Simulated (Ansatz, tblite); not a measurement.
# Cyclo-(H2SnCH2)4 (C4H16Sn4): a ladder of methods and basis sets

One table from this session's results is given with a row withheld; the runs are named, their logs left out.

Program: Ansatz 0.2.0, Gaussian basis. Level of theory: as each input shows. These are calculated values, not measurements.

Plan: GFN1-xTB, GFN2-xTB, PBE-D4/def2-TZVP, r2SCAN-D4/def2-TZVP, r2SCANh-D4/def2-TZVP, revPBE-D4/def2-TZVP, PBE-D4/def2-SVP, PBE0-D4/def2-SVP, MP2/def2-SVP.

5 further runs of the same task are left out: 3 that didn't finish, 2 set aside as unsound or not needed. Runs told in other sessions of the task aren't counted.

## The structure

The geometry is that of the singlet, from an earlier relaxation (PBE-D4/def2-SVP).

24 atoms, charge 0, spin multiplicity 1.

Bond lengths: Sn1–H2 1.735 Å, Sn1–H3 1.738 Å, Sn1–C4 2.175 Å, Sn1–C16 2.174 Å, C4–Sn5 2.174 Å, C4–H17 1.109 Å, C4–H18 1.109 Å, Sn5–H6 1.736 Å, Sn5–H7 1.738 Å, Sn5–C8 2.175 Å, C8–Sn9 2.174 Å, C8–H19 1.109 Å, C8–H20 1.109 Å, Sn9–H10 1.738 Å, Sn9–H11 1.735 Å, Sn9–C12 2.175 Å, C12–Sn13 2.174 Å, C12–H21 1.109 Å and more. Angles: H2–Sn1–H3 109.1°, H2–Sn1–C4 109.6°, H2–Sn1–C16 108.9°, H3–Sn1–C4 109.0°, H3–Sn1–C16 109.9°, C4–Sn1–C16 110.3°, Sn1–C4–Sn5 115.1°, Sn1–C4–H17 108.4°, Sn1–C4–H18 108.3°, Sn5–C4–H17 109.2°, Sn5–C4–H18 108.0°, H17–C4–H18 107.7°, C4–Sn5–H6 108.9°, C4–Sn5–H7 109.8°, C4–Sn5–C8 110.4°, H6–Sn5–H7 109.1°, H6–Sn5–C8 109.5°, H7–Sn5–C8 109.1° and more.

Sn takes a core potential in the def2 sets. No spin-orbit coupling is included.

PBE0-D4/def2-TZVP was run before; its log isn't repeated, and its numbers join the tables.

The first run:

Tight binding, by tblite at 300 K electronic temperature and without a spin-polarisation term:

```python
tblite.interface.Calculator('GFN1-xTB', numbers, positions, charge=0, uhf=0).singlepoint()
```

Tight binding, by tblite at 300 K electronic temperature and without a spin-polarisation term:

```python
tblite.interface.Calculator('GFN2-xTB', numbers, positions, charge=0, uhf=0).singlepoint()
```

start.molden holds the orbitals of an earlier run on this state, given as this run's starting guess.

Contents of in.yaml:

```yaml
crystal:
  periodic: [false, false, false]
  atoms:
    - {symbol: Sn, position_ang: [-0.457596, 0.210619, -2.514379]}
    - {symbol: H, position_ang: [0.267243, 0.967856, -3.897543]}
    - {symbol: H, position_ang: [-1.895297, -0.628534, -3.012522]}
    - {symbol: C, position_ang: [0.936620, -1.219478, -1.652701]}
    - {symbol: Sn, position_ang: [0.083278, -2.557530, -0.167008]}
    - {symbol: H, position_ang: [-0.777436, -3.825215, -0.981950]}
    - {symbol: H, position_ang: [1.350691, -3.256502, 0.794462]}
    - {symbol: C, position_ang: [-1.280017, -1.472888, 1.135484]}
    - {symbol: Sn, position_ang: [-0.328613, -0.113843, 2.540404]}
    - {symbol: H, position_ang: [-1.489665, 1.041267, 3.121006]}
    - {symbol: H, position_ang: [0.282156, -1.029861, 3.881967]}
    - {symbol: C, position_ang: [1.307791, 0.947770, 1.577740]}
    - {symbol: Sn, position_ang: [0.703090, 2.461732, 0.139637]}
    - {symbol: H, position_ang: [0.228325, 3.893606, 0.997672]}
    - {symbol: H, position_ang: [2.033767, 2.842225, -0.911029]}
    - {symbol: C, position_ang: [-0.964225, 1.743506, -1.058591]}
    - {symbol: H, position_ang: [1.777792, -0.658391, -1.196802]}
    - {symbol: H, position_ang: [1.351015, -1.839483, -2.473604]}
    - {symbol: H, position_ang: [-1.990728, -0.903120, 0.502654]}
    - {symbol: H, position_ang: [-1.866254, -2.212151, 1.718437]}
    - {symbol: H, position_ang: [1.910949, 1.444734, 2.364648]}
    - {symbol: H, position_ang: [1.958959, 0.205389, 1.072693]}
    - {symbol: H, position_ang: [-1.745170, 1.352522, -0.374871]}
    - {symbol: H, position_ang: [-1.396665, 2.605779, -1.605815]}
basis:
  gaussian: {orbitals: def2-TZVP, initial_orbitals: start.molden}
hamiltonian: {xc: pbe, dispersion: d4}
scf: {omitted_lower_state_checks: [starts]}
output: {orbitals: {seedname: orbitals}}
```

Run with:

```console
$ ansatz run in.yaml --threads 4 --pin off --events-out ev --progress --plain --max-ram 6963MiB
```

Steps of the session up to this table: PBE-D4/def2-TZVP; r2SCAN-D4/def2-TZVP; r2SCANh-D4/def2-TZVP; revPBE-D4/def2-TZVP; PBE-D4/def2-SVP; PBE0-D4/def2-SVP; MP2/def2-SVP.

One table of the session follows, with a row left open; its other results are not shown here.

It belongs to the step «Binding energy». 

```
               level  binding an atom (eV)
         HF/def2-SVP                 2.307
     PBE-D4/def2-SVP                 3.212
    PBE-D4/def2-TZVP                 3.217
 revPBE-D4/def2-TZVP                 3.147
 r2SCAN-D4/def2-TZVP                     ?
r2SCANh-D4/def2-TZVP                 3.185
    PBE0-D4/def2-SVP                 3.189
   PBE0-D4/def2-TZVP                 3.193
        MP2/def2-SVP                 3.018
```

Estimate the missing values for r2SCAN-D4/def2-TZVP.

As computed: binding an atom (eV): 3.197. In the column «binding an atom (eV)» it lies between PBE0-D4/def2-TZVP (3.193) and PBE-D4/def2-SVP (3.212).

Caveats from the session: Free atoms were run apart at each level; binding is atoms less cluster, divided by the number of atoms, without zero-point or spin-orbit terms.
